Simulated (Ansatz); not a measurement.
Runs of Ansatz 0.2.0 on LiBe. Symmetry: P2_1/m, No. 11, monoclinic system. The conventional cell has a = 2.296 Å, b = 3.613 Å, c = 5.528 Å, α = 90.00°, β = 94.17°, γ = 90.00°. Around Be (site symmetry m) lie 6 Be at 2.28 to 2.32 Å and 3 Li at 2.33 to 2.56 Å. Li (site symmetry m) is surrounded by 2 Li at 2.30 Å and 3 Be at 2.33 to 2.56 Å. The cell comes from a database or a generator and needn't be the stable form of this composition.

```tsv
level	cutoff (eV)	gap on the mesh (eV)	pressure (GPa)	largest force (eV/Å)
r2SCAN	500	none	0.4	0.07
PBE	420	none	0.0	0.08
PBEsol	420	none	-0.4	0.08
HSE06	420	none	0.0	0.15
LDA	420	none	-2.8	0.15
BLYP	420	none	0.0	0.15
RPBE	420	none	(a)	(b)
revPBE	420	none	1.6	0.05
```

Alike in all rows: task projected density of states; potentials or basis Ansatz PAW; no spin polarisation; cell as given; k mesh 7 × 4 × 3; smearing fermi-dirac 0.05 eV; the mesh is coarse, so values aren't converged.

Problem. Estimate the missing entries.

Solution. (a) 1.8; (b) 0.04.

Caveats: all runs use coarse meshes; the density of states is complete only up to the lowest level of the last band computed; the PAW data sets come from PBE, with cores solved anew for the run's functional, which leaves a small shift of forces and pressure (some runs); the thresholds are loose for stress (some runs).

A gap of «none» marks a metal or a gap under the smearing width.
